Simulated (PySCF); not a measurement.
# AlSiN2H7O (SMILES [NH2][Al]([NH2])[O][SiH3]): levels of theory compared

We compute a comparison of 5 runs (HF/STO-3G, HF/def2-SVP, HF/def2-TZVP, PBE/STO-3G, PBE0/def2-SVP) of AlSiN2H7O. The job is set up through a Python script.

Program for the calculation: PySCF 2.14.0.

### Step 1. The molecule

AlSiN2H7O has 12 atoms, charge 0, and is taken as a singlet. As SMILES, `[NH2][Al]([NH2])[O][SiH3]`. Geometry: relaxed at PBE0-D4/def2-TZVP.

Bond lengths: N1–Al2 1.762 Å, Al2–N3 1.762 Å, Al2–O4 1.685 Å, O4–Si5 1.615 Å, N1–H6 1.006 Å, N1–H7 1.006 Å, N3–H8 1.006 Å, N3–H9 1.006 Å, Si5–H10 1.489 Å, Si5–H11 1.489 Å, Si5–H12 1.489 Å. Some angles: N1–Al2–N3 122.1°, N1–Al2–O4 119.0°, N3–Al2–O4 118.9°, Al2–O4–Si5 179.8°, Al2–N1–H6 125.7°, Al2–N1–H7 124.0°, Al2–N3–H8 125.7°, Al2–N3–H9 124.0°, O4–Si5–H10 110.6°, O4–Si5–H11 110.6°.

### Step 2. Energy and gradient at HF/STO-3G (run 1)

start.xyz

```xyz
12
AlH7N2OSi
N     -1.563400     0.011300     1.684000
Al    -0.307800    -0.548700     0.582300
N      0.322800    -2.192800     0.640000
O      0.309100     0.521500    -0.563500
Si     0.903300     1.550500    -1.657900
H     -1.999800    -0.538700     2.403900
H     -1.942700     0.943000     1.676800
H      0.028900    -2.911400     1.279200
H      1.040400    -2.541300     0.027100
H      0.935600     2.935600    -1.112100
H      2.290100     1.166500    -2.040800
H      0.060500     1.549500    -2.885200
```

calc.py

```python
import pyscf.grad
from pyscf import gto, scf

mol = gto.M(
    atom='start.xyz',
    max_memory=1860,
    verbose=3,
    spin=0,
    basis='sto-3g',
    charge=0,
)

calc0 = scf.RHF(mol)
calc0.conv_tol = 1e-10
calc0.kernel()
if not calc0.converged:
    calc0 = calc0.newton().run(calc0.mo_coeff, calc0.mo_occ)

e_final = calc0.e_tot
print('E = %.10f Eh' % e_final)
grad = calc0.Gradients().kernel()
calc0.analyze()
```

Started as:

```console
$ OMP_NUM_THREADS=1 python calc.py
```

Output:

```text
converged SCF energy = -710.138702313891
E = -710.1387023139 Eh
--------------- RHF gradients ---------------
         x                y                z
0 N    -0.0312988495     0.0146302619     0.0272666849
1 Al    -0.0122362744    -0.0211126617     0.0225968559
2 N     0.0162425537    -0.0408760137     0.0009125582
3 O     0.0169925972     0.0294245416    -0.0314437322
4 Si    -0.0053896966    -0.0092787330     0.0096811799
5 H     0.0048556937     0.0045129420    -0.0072891175
6 H     0.0045384947    -0.0083351128    -0.0012053747
7 H     0.0021189571     0.0076315367    -0.0057281743
8 H    -0.0066207744     0.0047285847     0.0049599855
9 H     0.0001301504     0.0288598676     0.0127730776
10 H     0.0292888432    -0.0092282097    -0.0072145304
11 H    -0.0186216951    -0.0009570035    -0.0253094129
----------------------------------------------
**** MO energy ****
MO #1   energy= -67.9874923397737  occ= 2
MO #2   energy= -57.803365164724   occ= 2
MO #3   energy= -20.0390557450925  occ= 2
MO #4   energy= -15.182348519884   occ= 2
MO #5   energy= -15.1823111176719  occ= 2
MO #6   energy= -5.96573250589393  occ= 2
MO #7   energy= -4.72560335072072  occ= 2
MO #8   energy= -3.99150389960197  occ= 2
MO #9   energy= -3.9912321720929   occ= 2
MO #10  energy= -3.99119359139787  occ= 2
MO #11  energy= -2.95716221756442  occ= 2
MO #12  energy= -2.9552055038434   occ= 2
MO #13  energy= -2.95467012429884  occ= 2
MO #14  energy= -1.13917494011636  occ= 2
MO #15  energy= -1.00697993049132  occ= 2
MO #16  energy= -0.995202636214806 occ= 2
MO #17  energy= -0.654562878407451 occ= 2
MO #18  energy= -0.545736840233561 occ= 2
MO #19  energy= -0.536706913101486 occ= 2
MO #20  energy= -0.51389894538942  occ= 2
MO #21  energy= -0.441370061489513 occ= 2
MO #22  energy= -0.436103698617543 occ= 2
MO #23  energy= -0.41576201861462  occ= 2
MO #24  energy= -0.411780929617737 occ= 2
MO #25  energy= -0.320602457122753 occ= 2
MO #26  energy= -0.285784917379073 occ= 2
MO #27  energy= -0.273627829636631 occ= 2
MO #28  energy= -0.270112559501423 occ= 2
MO #29  energy= 0.40844598651106   occ= 0
MO #30  energy= 0.418699569915475  occ= 0
MO #31  energy= 0.535701602614718  occ= 0
MO #32  energy= 0.5702631797348    occ= 0
MO #33  energy= 0.581190475090917  occ= 0
MO #34  energy= 0.591443963477055  occ= 0
MO #35  energy= 0.663321840744451  occ= 0
MO #36  energy= 0.730432708113475  occ= 0
MO #37  energy= 0.766142029626731  occ= 0
MO #38  energy= 0.778450147192056  occ= 0
MO #39  energy= 0.907270634307429  occ= 0
MO #40  energy= 0.929370776002991  occ= 0
 ** Mulliken atomic charges  **
charge of    0N =     -0.48072
charge of    1Al =      0.94339
charge of    2N =     -0.48071
charge of    3O =     -0.53971
charge of    4Si =      0.72921
charge of    5H =      0.08677
charge of    6H =      0.08729
charge of    7H =      0.08674
charge of    8H =      0.08733
charge of    9H =     -0.17336
charge of   10H =     -0.17340
charge of   11H =     -0.17283
Dipole moment(X, Y, Z, Debye): -0.32696, -0.57346,  0.62372
```

Wall time 6.9 s (1 thread of Intel Xeon at 2.50GHz (Skylake/Cascade Lake), shared host); peak memory 0.12 GiB.

### Step 3. Energy and gradient at HF/def2-SVP (run 2)

input.py

```python
import pyscf.grad
from pyscf import gto, scf

mol = gto.Mole()
mol.atom = [
    ('N', (-1.563400, 0.011300, 1.684000)),
    ('Al', (-0.307800, -0.548700, 0.582300)),
    ('N', (0.322800, -2.192800, 0.640000)),
    ('O', (0.309100, 0.521500, -0.563500)),
    ('Si', (0.903300, 1.550500, -1.657900)),
    ('H', (-1.999800, -0.538700, 2.403900)),
    ('H', (-1.942700, 0.943000, 1.676800)),
    ('H', (0.028900, -2.911400, 1.279200)),
    ('H', (1.040400, -2.541300, 0.027100)),
    ('H', (0.935600, 2.935600, -1.112100)),
    ('H', (2.290100, 1.166500, -2.040800)),
    ('H', (0.060500, 1.549500, -2.885200)),
]
mol.basis = 'def2-svp'
mol.spin = 0
mol.verbose = 4
mol.max_memory = 1860
mol.build()

myscf = scf.RHF(mol)
myscf.conv_tol = 1e-10
myscf.kernel()
if not myscf.converged:
    myscf = myscf.newton().run(myscf.mo_coeff, myscf.mo_occ)

e_tot = myscf.e_tot
print('E(%s) = %.9f' % ('HF', e_tot))
grad = myscf.Gradients().kernel()
dip = myscf.dip_moment()
pop, q = myscf.mulliken_pop()
```

Started as:

```console
$ OMP_NUM_THREADS=1 python input.py
```

Output:

```text
PySCF version 2.14.0

[... 66 lines left out ...]
converged SCF energy = -718.560749219528
[... 12 lines left out ...]
Dipole moment(X, Y, Z, Debye): -0.62927, -1.11247,  1.20874
[... 126 lines left out ...]
charge of   11H =     -0.19761
```

It took 27 s on 1 thread of Intel Xeon at 2.50GHz (Skylake/Cascade Lake), shared host; peak memory 0.27 GiB.

### Step 4. Energy and gradient at HF/def2-TZVP (run 3)

calc.py

```python
import pyscf.grad
from pyscf import gto, scf

mol = gto.M(
    atom='''
N   -1.563400   0.011300   1.684000
Al  -0.307800  -0.548700   0.582300
N    0.322800  -2.192800   0.640000
O    0.309100   0.521500  -0.563500
Si   0.903300   1.550500  -1.657900
H   -1.999800  -0.538700   2.403900
H   -1.942700   0.943000   1.676800
H    0.028900  -2.911400   1.279200
H    1.040400  -2.541300   0.027100
H    0.935600   2.935600  -1.112100
H    2.290100   1.166500  -2.040800
H    0.060500   1.549500  -2.885200
''',
    max_memory=1860,
    basis='def2-tzvp',
    charge=0,
    verbose=4,
)

mf = scf.RHF(mol)
mf.conv_tol = 1e-10
mf.kernel()
if not mf.converged:
    mf = mf.newton().run(mf.mo_coeff, mf.mo_occ)

energy = mf.e_tot
print('Final energy', energy)
grad = mf.Gradients().kernel()
mf.analyze()
```

Started as:

```console
$ OMP_NUM_THREADS=1 python calc.py
```

Output:

```text
PySCF version 2.14.0

[... 90 lines left out ...]
MO #1   energy= -68.7771840916529  occ= 2
[... 25 lines left out ...]
MO #27  energy= -0.408803003043251 occ= 2
[... 25 lines left out ...]
MO #53  energy= 0.489877617974504  occ= 0
[... 25 lines left out ...]
MO #79  energy= 0.997488737862716  occ= 0
[... 25 lines left out ...]
MO #105 energy= 1.63958494369362   occ= 0
[... 25 lines left out ...]
MO #131 energy= 2.38717999943593   occ= 0
[... 25 lines left out ...]
MO #157 energy= 3.56947717310215   occ= 0
[... 25 lines left out ...]
MO #183 energy= 5.6055168434329    occ= 0
[... 25 lines left out ...]
MO #209 energy= 45.2179312464001   occ= 0
[... 224 lines left out ...]
Dipole moment(X, Y, Z, Debye): -0.62587, -1.09431,  1.18176
```

Run time: 6.4 min. Hardware: 1 thread of Intel Xeon at 2.50GHz (Skylake/Cascade Lake), shared host; peak memory 0.13 GiB.

Run 4 isn't shown in full; the table further down has it.

### Step 5. Energy and gradient at PBE0/def2-SVP (run 5)

input.py

```python
from pyscf import gto, dft

mol = gto.M(
    atom=[
    ('N', (-1.563400, 0.011300, 1.684000)),
    ('Al', (-0.307800, -0.548700, 0.582300)),
    ('N', (0.322800, -2.192800, 0.640000)),
    ('O', (0.309100, 0.521500, -0.563500)),
    ('Si', (0.903300, 1.550500, -1.657900)),
    ('H', (-1.999800, -0.538700, 2.403900)),
    ('H', (-1.942700, 0.943000, 1.676800)),
    ('H', (0.028900, -2.911400, 1.279200)),
    ('H', (1.040400, -2.541300, 0.027100)),
    ('H', (0.935600, 2.935600, -1.112100)),
    ('H', (2.290100, 1.166500, -2.040800)),
    ('H', (0.060500, 1.549500, -2.885200)),
],
    max_memory=1860,
    verbose=4,
    basis='def2-svp',
    charge=0,
)

calc0 = dft.RKS(mol, xc='pbe0')
calc0.grids.level = 5
calc0.conv_tol = 1e-10
calc0.kernel()
if not calc0.converged:
    calc0 = calc0.newton().run(calc0.mo_coeff, calc0.mo_occ)

e_final = calc0.e_tot
print('E = %.10f Eh' % e_final)
grad = calc0.nuc_grad_method().kernel()
calc0.analyze()
```

Started as:

```console
$ OMP_NUM_THREADS=1 python input.py
```

Output:

```text
PySCF version 2.14.0

[... 102 lines left out ...]
MO #1   energy= -66.2480020487547  occ= 2
[... 13 lines left out ...]
MO #15  energy= -0.829597392736057 occ= 2
[... 13 lines left out ...]
MO #29  energy= 0.0097267369874996 occ= 0
[... 13 lines left out ...]
MO #43  energy= 0.320797741331333  occ= 0
[... 13 lines left out ...]
MO #57  energy= 0.635136709520019  occ= 0
[... 13 lines left out ...]
MO #71  energy= 1.02991490837324   occ= 0
[... 13 lines left out ...]
MO #85  energy= 1.74004802226524   occ= 0
[... 13 lines left out ...]
MO #99  energy= 2.50410127628028   occ= 0
[... 13 lines left out ...]
MO #113 energy= 3.38552295889596   occ= 0
[... 128 lines left out ...]
Dipole moment(X, Y, Z, Debye): -0.69773, -1.22631,  1.32668
```

Wall time 1.7 min (1 thread of Intel Xeon at 2.50GHz (Skylake/Cascade Lake), shared host); peak memory 1.2 GiB.

### Step 6. All runs side by side

```csv
run,level,integration grid,energy (Eh),dipole moment (D),HOMO energy (eV),LUMO energy (eV),wall time
1,HF/STO-3G,–,-710.138702,0.91,-7.35,11.11,6.9 s
2,HF/def2-SVP,–,-718.560749,1.76,-10.36,3.09,27 s
3,HF/def2-TZVP,–,-718.987558,1.73,-10.51,2.55,6.4 min
4,PBE/STO-3G,5,-711.629500,1.47,-1.05,5.20,36 s
5,PBE0/def2-SVP,5,-720.264885,1.94,-6.72,0.26,1.7 min
```

### Step 7. Results

| quantity | value |
| --- | --- |
| run 5: total energy | -720.26489 Eh |
| run 5: dipole moment | 1.94 D |
| run 5: HOMO energy | -6.72 eV |
| run 5: LUMO energy | 0.26 eV |
| run 5: HOMO–LUMO gap | 6.98 eV |
| run 5: largest force on an atom | 0.597 eV/Å |

**Reading.** The dipole moment (its size) runs from 0.91 D (HF/STO-3G) to 1.94 D (PBE0/def2-SVP). The two ends differ in method and basis. The HOMO–LUMO gap runs from 6.26 eV (PBE/STO-3G) to 18.46 eV (HF/STO-3G). Exact exchange widens orbital gaps. Totals of different functionals can't be ranked against each other. In runs 1, 4 the basis is minimal, so the values are rough. All runs together took 9.3 min, the longest 6.4 min.
